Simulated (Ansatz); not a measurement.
# C₃H₁₁InN₂: taking an electron away

One table from this session's results is given with a row withheld; the runs are named, their logs left out.

Computed with Ansatz 0.2.0, Gaussian basis. Level: unrestricted cation, the program's frozen cores in correlated methods.

Levels to be run: UKS PBE-D4/def2-TZVPP; UKS r2SCAN-D4/def2-TZVPP; UKS PBE0-D4/def2-TZVPP; UKS B3LYP-D4/def2-TZVPP; UKS wB97X-V/def2-TZVPP; UKS wB97M-V/def2-TZVPP; UKS B2PLYP/def2-TZVPP; then −ε(HOMO) from the neutral's earlier runs with LDA (SPW92), PBE-D4, revPBE-D4, BLYP-D4, r2SCAN-D4, B97M-V, PBE0-D4, B3LYP-D4, r2SCANh-D4, r2SCAN0-D4, HSE06-D4, BHLYP-D4, CAM-B3LYP-D4, LC-ωPBE, ωB97X-V, ωB97M-V.

## The relaxed structure

The geometry comes from an earlier relaxation with PBE0-D4 in a triple-zeta def2 set; it is a stationary point, not always the lowest conformer. In takes the def2 core potential; no spin-orbit term is included.

SMILES `C[CH](C)[In]([NH2])[NH2]`, 17 atoms, charge 0, spin multiplicity 1.

Atoms are counted from 1 here; the program's logs count them from 0.

Bond lengths: C1–C2 1.523 Å, C1–H7 1.094 Å, C1–H8 1.098 Å, C1–H9 1.093 Å, C2–C3 1.522 Å, C2–In4 2.167 Å, C2–H10 1.096 Å, C3–H11 1.098 Å, C3–H12 1.093 Å, C3–H13 1.094 Å, In4–N5 2.029 Å, In4–N6 2.029 Å, N5–H14 1.008 Å, N5–H15 1.009 Å, N6–H16 1.009 Å, N6–H17 1.009 Å. Angles: C2–C1–H7 111.8°, C2–C1–H8 110.7°, C2–C1–H9 112.4°, H7–C1–H8 106.8°, H7–C1–H9 107.5°, H8–C1–H9 107.4°, C1–C2–C3 111.7°, C1–C2–In4 111.8°, C1–C2–H10 108.3°, C3–C2–In4 111.6°, C3–C2–H10 108.6°, In4–C2–H10 104.5°, C2–C3–H11 110.8°, C2–C3–H12 112.3°, C2–C3–H13 111.8°, H11–C3–H12 107.4°, H11–C3–H13 106.9°, H12–C3–H13 107.4° and more.

Set-up of the first run:

The input, in.yaml:

```yaml
crystal:
  periodic: [false, false, false]
  atoms:
    - {symbol: C, position_ang: [0.762971, -1.811544, -0.608726]}
    - {symbol: C, position_ang: [0.950219, -0.318662, -0.370466]}
    - {symbol: C, position_ang: [1.081156, 0.447695, -1.679237]}
    - {symbol: In, position_ang: [-0.620810, 0.499027, 0.878316]}
    - {symbol: N, position_ang: [-1.638149, 2.190843, 0.411324]}
    - {symbol: N, position_ang: [-1.262072, -0.319966, 2.620759]}
    - {symbol: H, position_ang: [-0.155000, -2.022413, -1.165904]}
    - {symbol: H, position_ang: [1.593676, -2.216749, -1.200850]}
    - {symbol: H, position_ang: [0.718739, -2.380206, 0.323607]}
    - {symbol: H, position_ang: [1.867121, -0.174832, 0.211944]}
    - {symbol: H, position_ang: [1.906412, 0.048569, -2.283035]}
    - {symbol: H, position_ang: [1.277662, 1.511120, -1.520254]}
    - {symbol: H, position_ang: [0.174807, 0.370641, -2.287228]}
    - {symbol: H, position_ang: [-1.226302, 2.861929, -0.218631]}
    - {symbol: H, position_ang: [-2.141285, 2.679358, 1.136552]}
    - {symbol: H, position_ang: [-2.173874, -0.060552, 2.966984]}
    - {symbol: H, position_ang: [-1.115272, -1.304279, 2.784835]}
basis:
  gaussian: {orbitals: def2-TZVPP}
total_charge: 1
magnetization: {spin_polarized: true, initial_magnetization: 1}
hamiltonian: {xc: pbe, dispersion: d4}
```

Steps of the session up to this table: Cation, UKS PBE-D4/def2-TZVPP; Cation, UKS r2SCAN-D4/def2-TZVPP; Cation, UKS PBE0-D4/def2-TZVPP; Cation, UKS B3LYP-D4/def2-TZVPP; Cation, UKS wB97X-V/def2-TZVPP; Cation, UKS wB97M-V/def2-TZVPP; Cation, UKS B2PLYP (frozen core)/def2-TZVPP.

One table of the session follows, with a row left open; its other results are not shown here.

It belongs to the step «Ionisation energies side by side». For comparison, −ε(HOMO) of the neutral from earlier runs:

| functional | −ε(HOMO) (eV) |
| --- | --- |
| LDA (SPW92) | 5.30 |
| PBE-D4 | 5.12 |
| revPBE-D4 | 5.04 |
| BLYP-D4 | 4.99 |
| r2SCAN-D4 | 5.38 |
| B97M-V | 5.44 |
| PBE0-D4 | 6.45 |
| B3LYP-D4 | 6.21 |
| r2SCANh-D4 | 5.88 |
| r2SCAN0-D4 | 6.64 |
| HSE06-D4 | 6.04 |
| BHLYP-D4 | 7.68 |
| CAM-B3LYP-D4 | 7.85 |
| LC-ωPBE | 9.24 |
| ωB97X-V | 8.86 |
| ωB97M-V | ? |

**Question.** Estimate the row for ωB97M-V.

**Answer.** −ε(HOMO) (eV): 8.77. In the column «−ε(HOMO) (eV)» it lies between CAM-B3LYP-D4 (7.85) and ωB97X-V (8.86).

Caveats from the session: The cation may have settled in a state other than its lowest; no search over hole states beyond the program's own was made.
